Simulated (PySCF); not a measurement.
# [Bi(NH3)]3+: a change of charge

How does [Bi(NH3)]3+ respond at fixed geometry? The runs cover a change of charge. The species was built from a template and needn't be a known compound.

The runs use PySCF 2.14.0; PBE0, Bi def2-SVP with ECP60, N def2-SVP, H def2-SVP; scalar-relativistic core potentials, no spin–orbit coupling.

1 further run of the same task is left out (for a known fault of the program).

### 1 Starting geometry

5 atoms, charge 3, spin multiplicity 1.

Bond lengths: Bi1–N2 2.318 Å, N2–H3 1.053 Å, N2–H4 1.053 Å, N2–H5 1.053 Å. Angles: Bi1–N2–H3 113.5°, Bi1–N2–H4 113.5°, Bi1–N2–H5 113.5°, H3–N2–H4 105.2°, H3–N2–H5 105.2°, H4–N2–H5 105.2°.

Geometry (Å):

```
Bi    0.00000    0.00000   -0.16258
N     0.00000    0.00000    2.15538
H     0.96610    0.00004    2.57520
H    -0.48308    0.83665    2.57520
H    -0.48302   -0.83669    2.57520
```

Formal oxidation states: Bi +3. An earlier session relaxed this geometry at PBE0, Bi def2-SVP with ECP60, N def2-SVP, H def2-SVP (singlet, point group C3v).

Its energy there is -269.555727 Eh.

### 2 One electron removed, multiplicity 2

File run.py (the lines that set the calculation):

```python
mol = gto.M(atom='''
Bi     0.00000     0.00000    -0.16258
N      0.00000     0.00000     2.15538
H      0.96610     0.00004     2.57520
H     -0.48308     0.83665     2.57520
H     -0.48302    -0.83669     2.57520''',
    basis={'Bi': 'def2-SVP', 'N': 'def2-SVP', 'H': 'def2-SVP'},
    ecp={'Bi': 'def2-SVP'},
    charge=4, spin=1)
mf = dft.UKS(mol, xc='PBE0')
mf.grids.atom_grid = (50, 194)
mf = mf.density_fit()  # fitting sets: Bi def2-universal-JKFIT, N def2-universal-JKFIT, H def2-universal-JKFIT
mf.conv_tol = 1e-08; mf.max_cycle = 55
mf.kernel(dm0)  # dm0: the density of the relaxed state
```

Run with:

```sh
$ OMP_NUM_THREADS=2 python run.py
```

What it wrote:

```text
init E= -269.566086635311
  HOMO = -1.08502501076  LUMO = -1.06639126814  gap/eV = 0.50705
cycle= 1 E= -268.334110838868  delta_E= 1.23  |g|= 0.295  |ddm|= 0.762
  HOMO = -1.53008602408  LUMO = -1.37338678366  gap/eV = 4.26400
cycle= 2 E= -268.32377258944  delta_E= 0.0103  |g|= 0.363  |ddm|= 0.58
  HOMO = -1.44827867547  LUMO = -1.2793989615  gap/eV = 4.59545
cycle= 3 E= -268.38446421658  delta_E= -0.0607  |g|= 0.0181  |ddm|= 0.321
  HOMO = -1.44666105181  LUMO = -1.26658302988  gap/eV = 4.90017
cycle= 4 E= -268.384726131462  delta_E= -0.000262  |g|= 0.00577  |ddm|= 0.0321
  HOMO = -1.44776456048  LUMO = -1.26506593997  gap/eV = 4.97148
cycle= 5 E= -268.384752772114  delta_E= -2.66e-05  |g|= 0.0013  |ddm|= 0.0133
  HOMO = -1.44825953689  LUMO = -1.26486020278  gap/eV = 4.99055
cycle= 6 E= -268.38475528698  delta_E= -2.51e-06  |g|= 0.000447  |ddm|= 0.0034
  HOMO = -1.44828366006  LUMO = -1.26481731457  gap/eV = 4.99237
cycle= 7 E= -268.384755470979  delta_E= -1.84e-07  |g|= 0.000121  |ddm|= 0.000771
  HOMO = -1.44827248208  LUMO = -1.26481228179  gap/eV = 4.99221
cycle= 8 E= -268.384755491105  delta_E= -2.01e-08  |g|= 1.66e-05  |ddm|= 0.000296
  HOMO = -1.44827399991  LUMO = -1.26481377043  gap/eV = 4.99221
cycle= 9 E= -268.384755491423  delta_E= -3.18e-10  |g|= 3.56e-06  |ddm|= 3.64e-05
  HOMO = -1.44827327257  LUMO = -1.26481334096  gap/eV = 4.99220
Extra cycle  E= -268.384755491438  delta_E= -1.48e-11  |g|= 1.84e-06  |ddm|= 1.2e-05
converged SCF energy = -268.384755491438  <S^2> = 0.75365161  2S+1 = 2.0036483
```

It took 1.1 s on 2 threads of Arm Neoverse N1, shared host.

Result: E = -268.384755 Eh (+31.864 eV from the relaxed state), HOMO -39.41 eV, LUMO -34.42 eV (over both spins), ⟨S²⟩ = 0.754, Mulliken charge on Bi1 +2.83 e. 

### 3 One electron added, multiplicity 2

run.py (the lines that set the calculation), as its differences from that of step 2:

```diff
@@ -8,3 +8,3 @@
     ecp={'Bi': 'def2-SVP'},
-    charge=4, spin=1)
+    charge=2, spin=1)
 mf = dft.UKS(mol, xc='PBE0')
```

Run with:

```sh
$ OMP_NUM_THREADS=2 python run.py
```

What it wrote:

```text
init E= -269.564792969178
  HOMO = -0.864568047537  LUMO = -0.857424289092  gap/eV = 0.19439
cycle= 1 E= -270.303346844534  delta_E= -0.739  |g|= 0.152  |ddm|= 1.02
  HOMO = -0.633645154381  LUMO = -0.544655633362  gap/eV = 2.42153
cycle= 2 E= -270.319180221065  delta_E= -0.0158  |g|= 0.095  |ddm|= 0.647
  HOMO = -0.667475732461  LUMO = -0.577457972382  gap/eV = 2.44951
cycle= 3 E= -270.323604069486  delta_E= -0.00442  |g|= 0.035  |ddm|= 0.174
  HOMO = -0.670754902616  LUMO = -0.580220880254  gap/eV = 2.46356
cycle= 4 E= -270.324064784669  delta_E= -0.000461  |g|= 0.013  |ddm|= 0.0336
  HOMO = -0.672780171206  LUMO = -0.581744662926  gap/eV = 2.47720
cycle= 5 E= -270.324151300442  delta_E= -8.65e-05  |g|= 0.00141  |ddm|= 0.0123
  HOMO = -0.672694975495  LUMO = -0.581530651455  gap/eV = 2.48071
cycle= 6 E= -270.324154479461  delta_E= -3.18e-06  |g|= 0.00051  |ddm|= 0.00331
  HOMO = -0.672714186615  LUMO = -0.581508482787  gap/eV = 2.48183
cycle= 7 E= -270.32415514955  delta_E= -6.7e-07  |g|= 0.000159  |ddm|= 0.00197
  HOMO = -0.672710726351  LUMO = -0.581500123496  gap/eV = 2.48197
cycle= 8 E= -270.324155190513  delta_E= -4.1e-08  |g|= 2.11e-05  |ddm|= 0.000535
  HOMO = -0.672710184319  LUMO = -0.581501009181  gap/eV = 2.48193
cycle= 9 E= -270.324155190964  delta_E= -4.51e-10  |g|= 3.68e-06  |ddm|= 5.34e-05
  HOMO = -0.672710571578  LUMO = -0.581501483823  gap/eV = 2.48193
Extra cycle  E= -270.324155190971  delta_E= -7.05e-12  |g|= 3.38e-06  |ddm|= 8.26e-06
converged SCF energy = -270.324155190971  <S^2> = 0.75244868  2S+1 = 2.0024472
```

Wall time 1.1 s (2 threads of Arm Neoverse N1, shared host).

Result: E = -270.324155 Eh (-20.910 eV from the relaxed state), HOMO -18.31 eV, LUMO -16.26 eV (over both spins), ⟨S²⟩ = 0.752, Mulliken charge on Bi1 +1.52 e. 

### 4 Results

| state | energy from the relaxed state (eV) | ⟨S²⟩ | time |
| --- | --- | --- | --- |
| charge +3, singlet, vacuum (relaxed) | 0 | 0.00 |  |
| charge +2, doublet, vacuum | -20.91 | 0.75 | 1.1 s |
| charge +4, doublet, vacuum | 31.86 | 0.75 | 1.1 s |

An electron taken off or put on is at rest in vacuum. 

Removing an electron vertically costs 31.86 eV (doublet), against −HOMO = 29.27 eV. Adding an electron vertically releases 20.91 eV (doublet). The bases are small and lack diffuse functions. Spin–orbit coupling is left out.
